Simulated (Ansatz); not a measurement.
**NaBr (singlet): wave-function methods side by side at distance Br1–Na2 = 4.543 Å, cc-pVDZ**

How much of the correlation energy of NaBr (singlet) does each wave-function method recover here?

Program: Ansatz 0.2.0, Gaussian basis. Level of theory: cc-pVDZ, core rule «outside noble gas», up to 19 orbitals frozen. These are calculated values, not measurements.

To be run: UHF; CCSD(T) on RHF; BCCD(T) on RHF; CISD; CCSDT(Q) on RHF; CCSDTQ on RHF; CASSCF and MRCISD+Q, 2 electrons in 2 orbitals; CASSCF and NEVPT2, 2 electrons in 2 orbitals.

54 further runs of the same task are left out: 33 for a known fault of the program, 19 that didn't finish, 2 set aside as unsound or not needed. Runs told in other sessions of the task aren't counted.

### 1 The geometry

The geometry derives from a PBE0/def2-TZVP stationary point (not a proven minimum). One bond is set to the value named and the two fragments are kept rigid. No spin-orbit coupling is included. The filled d shell of Br may be among the frozen orbitals whatever the setting's name suggests.

2 atoms, charge 0, spin multiplicity 1.

Atoms are counted from 1 here; the program's logs count them from 0.

No contacts short enough for the rule that draws bonds.

### 2 UHF

File in.yaml:

```yaml
crystal:
  periodic: [false, false, false]
  atoms:
    - {symbol: Br, position_ang: [0.000000, 0.000000, 0.000000]}
    - {symbol: Na, position_ang: [0.000000, 0.000000, 4.543000]}
basis:
  gaussian: {orbitals: cc-pVDZ}
magnetization: {spin_polarized: true, initial_magnetization: 0}
hamiltonian: {xc: hf}
output: {orbitals: {seedname: orbitals}}
```

Run with:

```bash
> ansatz run in.yaml --threads 1 --pin off --events-out ev --progress --plain --max-ram 2393MiB
```

The runs that follow: CCSD(T) on RHF; BCCD(T) on RHF; CISD; CCSDT(Q) on RHF; CCSDTQ on RHF; CASSCF and MRCISD+Q, 2 electrons in 2 orbitals; CASSCF and NEVPT2, 2 electrons in 2 orbitals.

Q: Predict the results of all the runs planned. Wanted: RCCSDTQ from the RHF energy; RMP2 from RCCSDTQ; RCCSD from RCCSDTQ; RCCSD(T) from RCCSDTQ; RCCSDT(Q) from RCCSDTQ; NEVPT2 pair from RCCSDTQ; MRCISD+Q pair from RCCSDTQ; T1 diagnostic.

The runs gave:

| quantity | value |
| --- | --- |
| RCCSDTQ from the RHF energy | -3.5608 eV |
| RMP2 from RCCSDTQ | +32.7 kJ/mol |
| RCCSD from RCCSDTQ | +5.5 kJ/mol |
| RCCSD(T) from RCCSDTQ | +1.3 kJ/mol |
| RCCSDT(Q) from RCCSDTQ | 0.0 kJ/mol |
| NEVPT2 pair from RCCSDTQ | +30.5 kJ/mol |
| MRCISD+Q pair from RCCSDTQ | -0.8 kJ/mol |
| levels within 1 kcal/mol (43 meV) | RCCSD(T), BCCD(T), RCCSDT, RCCSDT(Q), MRCISD+Q pair |
| T1 diagnostic | 0.025 |

In words: RCCSD(T) misses by +1.3 kJ/mol, 0.4 % of the correlation energy. Of the multireference levels listed MRCISD+Q pair comes nearest in total energy (-0.8 kJ/mol), which doesn't show that its space is the better one. These misses are within one basis, not against nature.
